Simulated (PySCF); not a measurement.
**SiTe: basis, grid and Hamiltonian**

Aim: see how much the energy and properties of SiTe depend on the numerical set-up.

Method: each script names its method and basis; program: PySCF 2.14.0.

5 further runs of the same task are left out: 1 for a known fault of the program, 4 that didn't finish.

## Step 1: The starting structure

SiTe: 2 atoms, charge 0, spin multiplicity 1.

Bond lengths: Si1–Te2 2.800 Å.

## Step 2: Base script

The input, input.py:

```python
from pyscf import gto, scf, mp

mol = gto.M(
    atom='Si 0 0 0; Te 0 0 2.8',
    basis='def2-svp',
    ecp={'Te': 'def2-svp'},
    charge=0,
    spin=0,
    symmetry=True,
    verbose=4,
)
mf = scf.RHF(mol)
mf.kernel()
mp.MP2(mf, frozen=9).kernel()
mf.dip_moment()
print('orbital energies (hartree):', mf.mo_energy[..., max(0, mol.nelec[1]-3):mol.nelec[0]+3].round(4))
```

Run with:

```sh
> python input.py
```

Its log is not repeated here.

It gives: E(SCF) = -555.767424 Eh, 13 cycles, E(MP2) − E(SCF) = -0.20908 Eh, μ = 3.98 D (of the SCF density).

The bond length is a typed value, not an optimised one.

## Step 3: Lanl2dz

Variant 1 changes basis set: def2-svp → lanl2dz; frozen orbitals: 9 → none. The core potential changes with it: totals don't compare.

The input, input.py:

```python
from pyscf import gto, scf, mp

mol = gto.M(
    atom='Si 0 0 0; Te 0 0 2.8',
    basis='lanl2dz',
    ecp={'Si': 'lanl2dz', 'Te': 'lanl2dz'},
    charge=0,
    spin=0,
    symmetry=True,
    verbose=4,
)
mf = scf.RHF(mol)
mf.kernel()
mp.MP2(mf).kernel()
mf.dip_moment()
print('orbital energies (hartree):', mf.mo_energy[..., max(0, mol.nelec[1]-3):mol.nelec[0]+3].round(4))
```

Run with:

```sh
> python input.py
```

## Step 4: Cartesian functions on

Variant 2 changes Cartesian functions: off → on.

input.py, as its differences from that of step 2:

```diff
@@ -9,2 +9,3 @@
     symmetry=True,
+    cart=True,
     verbose=4,
```

Before running it: what results should come out? Wanted: for each run, E(SCF); from base; gap; SCF dipole; after the SCF.

As calculated:

```csv
run,E(SCF) (hartree),from base (eV),cycles,gap (eV),SCF dipole (D),functions,after the SCF
base,-555.767424,0,13,7.07,3.98,44,"MP2 correlation -5.689 eV, core frozen"
lanl2dz,-11.530685,not comparable,9,6.99,3.35,16,MP2 correlation -2.716 eV
Cartesian functions on,-555.771857,-0.1206,13,7.08,3.99,47,"MP2 correlation -5.806 eV, core frozen"
```

What this shows: Total energies from different bases, Hamiltonians or methods carry different errors, so properties are taken as differences within one set-up.
